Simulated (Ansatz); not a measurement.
**CH₄F₂Sn: how energies converge with the basis set**

One table from this session's results is given with a row withheld; the runs are named, their logs left out.

The runs use Ansatz 0.2.0, Gaussian basis; one geometry, several basis sets.

Levels to be run: PBE0-D4/def2-SVP; ωB97M-V/def2-SVP; PBE0-D4/def2-QZVPP; ωB97M-V/def2-QZVPP; the functionals' def2-TZVPP values are taken from earlier runs.

## Structure used throughout

All runs share one geometry, relaxed beforehand with PBE0-D4 in a triple-zeta def2 set. Sn takes the def2 core potential; no spin-orbit term is included.

8 atoms, charge 0, spin multiplicity 1.

Atoms are counted from 1 here; the program's logs count them from 0.

Bond lengths: F1–C2 1.386 Å, C2–Sn3 2.162 Å, C2–H5 1.092 Å, C2–H6 1.092 Å, Sn3–F4 1.931 Å, Sn3–H7 1.703 Å, Sn3–H8 1.703 Å. Angles: F1–C2–Sn3 109.3°, F1–C2–H5 108.8°, F1–C2–H6 108.8°, Sn3–C2–H5 110.3°, Sn3–C2–H6 110.4°, H5–C2–H6 109.1°, C2–Sn3–F4 102.5°, C2–Sn3–H7 114.1°, C2–Sn3–H8 114.0°, F4–Sn3–H7 105.2°, F4–Sn3–H8 105.3°, H7–Sn3–H8 114.2°.

The first run:

File in.yaml:

```yaml
crystal:
  periodic: [false, false, false]
  atoms:
    - {symbol: F, position_ang: [-0.756085, 1.771124, 0.819012]}
    - {symbol: C, position_ang: [-0.281766, 1.075590, -0.282071]}
    - {symbol: Sn, position_ang: [0.245111, -0.934284, 0.314403]}
    - {symbol: F, position_ang: [0.854151, -1.714403, -1.343208]}
    - {symbol: H, position_ang: [-1.060680, 1.052593, -1.047254]}
    - {symbol: H, position_ang: [0.592558, 1.596341, -0.678391]}
    - {symbol: H, position_ang: [1.581566, -1.019019, 1.366002]}
    - {symbol: H, position_ang: [-1.082754, -1.885143, 0.795707]}
basis:
  gaussian: {orbitals: def2-SVP}
hamiltonian: {xc: pbe0, dispersion: d4}
output: {orbitals: {seedname: orbitals}}
```

Command:

```sh
$ ansatz run in.yaml --threads 2 --pin off --events-out ev --progress --plain --max-ram 4352MiB
```

Among the steps run: PBE0-D4 in def2-SVP; ωB97M-V in def2-SVP; PBE0-D4 in def2-QZVPP; ωB97M-V in def2-QZVPP.

One of the session's tables, all rows but one given; the rest of the session is left out.

It belongs to the step «Density functionals: the series». 

| functional | basis | HOMO (eV) |
| --- | --- | --- |
| PBE0-D4 | def2-SVP | -8.27 |
| PBE0-D4 | def2-TZVPP | -8.43 |
| PBE0-D4 | def2-QZVPP | -8.46 |
| ωB97M-V | def2-SVP | -10.47 |
| ωB97M-V | def2-TZVPP | -10.64 |
| ωB97M-V | def2-QZVPP | ? |

Q: Estimate the row for ωB97M-V, def2-QZVPP from the others.

**Answer.** HOMO (eV): -10.67. In the column «HOMO (eV)» it is the lowest.
